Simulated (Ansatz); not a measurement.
# Ti2H3, space group P4_2/mcm: a single point from an input typed as a dict

Computed with Ansatz 0.2.0 through its Python package.

Run as a notebook:

```python
import json

import ansatz as az
import numpy as np

inputs = {
    "crystal": {
        "lattice": [[4.342848, 0.0, 0.0], [0.0, 4.342848, 0.0], [0.0, 0.0, 4.385892]],
        "atoms": [
            {"symbol": "Ti", "position": [0.738101, 0.261899, 0.0]},
            {"symbol": "Ti", "position": [0.261899, 0.738101, 0.0]},
            {"symbol": "Ti", "position": [0.261899, 0.261899, 0.5]},
            {"symbol": "Ti", "position": [0.738101, 0.738101, 0.5]},
            {"symbol": "H", "position": [0.5, 0.0, 0.75]},
            {"symbol": "H", "position": [0.5, 0.0, 0.25]},
            {"symbol": "H", "position": [0.0, 0.5, 0.75]},
            {"symbol": "H", "position": [0.0, 0.5, 0.25]},
            {"symbol": "H", "position": [0.0, 0.0, 0.75]},
            {"symbol": "H", "position": [0.0, 0.0, 0.25]},
        ],
    },
    "kpoints": {"mp_grid": {"grid": [5, 5, 5]}},
    "hamiltonian": {"xc": "pbesol"},
    "scf": {"occupations": {"method": "cold", "width": 0.1}},
    "basis": {"ecutwfc": 470},
    "output": {"forces": True, "stress": True, "eigenvalues": True},
}
```

```python
planned = az.Session.from_dict(inputs).plan(threads=1, pin="off")
done = planned.execute()
report = done.report

report["n_electrons"]
```

    54.0

```python
[(site.symbol, site.position_frac.round(4).tolist()) for site in done.lattice.sites]
```

    [(<Element.TI: 'Ti'>, [0.7381, 0.2619, 0.0]), (<Element.TI: 'Ti'>, [0.2619, 0.7381, 0.0]),
     (<Element.TI: 'Ti'>, [0.2619, 0.2619, 0.5]), (<Element.TI: 'Ti'>, [0.7381, 0.7381, 0.5]),
     (<Element.H: 'H'>, [0.5, 0.0, 0.75]), (<Element.H: 'H'>, [0.5, 0.0, 0.25]),
     (<Element.H: 'H'>, [0.0, 0.5, 0.75]), (<Element.H: 'H'>, [0.0, 0.5, 0.25]),
     (<Element.H: 'H'>, [0.0, 0.0, 0.75]), (<Element.H: 'H'>, [0.0, 0.0, 0.25])]

```python
report["free_energy_ev"]
```

    -9994.506499828265

```python
print("%-22s %14.5f eV" % ("F = E - TS", report["free_energy_ev"]))
print("%-22s %14.5f eV" % ("E", report["internal_energy_ev"]))
print("%-22s %14.5f eV" % ("Harris-Foulkes", report["harris_foulkes_ev"]))
print("%-22s %14.5f eV" % ("Fermi level", report["fermi_energy_ev"]))
```

    F = E - TS                -9994.50650 eV
    E                         -9994.50472 eV
    Harris-Foulkes            -9994.50650 eV
    Fermi level                  11.86067 eV

```python
gap = None if "band_edges_ev" not in report else report["band_edges_ev"][1] - report["band_edges_ev"][0]
print("gap on the k mesh:", "withheld (metal, or smearing too wide to tell)" if gap is None else f"{gap:.3f} eV")
print("lowest empty less highest filled band, by band count:", round(report["gap_by_band_count_ev"], 3), "eV")
```

    gap on the k mesh: withheld (metal, or smearing too wide to tell)
    lowest empty less highest filled band, by band count: -0.097 eV

```python
# the stress is positive in compression
stress = np.array(report["stress_gpa"])
print(f"pressure {np.trace(stress) / 3:.3f} GPa")
print("stress tensor, GPa, positive in compression")
np.round(stress, 3) + 0.0
```

    pressure -3.143 GPa
    stress tensor, GPa, positive in compression
    array([[-3.259,  0.   ,  0.   ],
           [ 0.   , -3.259,  0.   ],
           [ 0.   ,  0.   , -2.911]])

```python
keep = ["free_energy_ev", "energy_sigma0_ev", "fermi_energy_ev", "n_iterations", "converged", "magnetization_mub", "n_kpoints"]
with open("ti2h3.json", "w") as handle:
    json.dump({key: report[key] for key in keep}, handle, indent=1)
```

`ti2h3.json`, as written:
```json
{
 "free_energy_ev": -9994.506499828265,
 "energy_sigma0_ev": -9994.50590551062,
 "fermi_energy_ev": 11.860668625079743,
 "n_iterations": 7,
 "converged": true,
 "magnetization_mub": 0.0,
 "n_kpoints": 18
}
```

Caveats:
- Absolute energies stand on the zero of these potentials, so only differences at equal settings mean something. A total without «per atom» is that of the cell as typed.
- The mesh is modest for a metal, so energies can be off by several to tens of meV an atom and pressures by half a GPa or more; differences at equal mesh fare better.
- An absolute Fermi energy rests on an arbitrary zero of the periodic potential and has no direct meaning.
- A gap by band count of zero or less means overlapping bands, a metal.
- The structure comes from a database of computed cells and needn't be a stable or known phase.
- Levels are Kohn-Sham eigenvalues on this mesh.
- The whole script took 3.3 s on 1 thread of Arm Neoverse V2, with other jobs on the host, peak memory 0.42 GiB.

(Lines on the test bed's own set-up are left out of the output.)
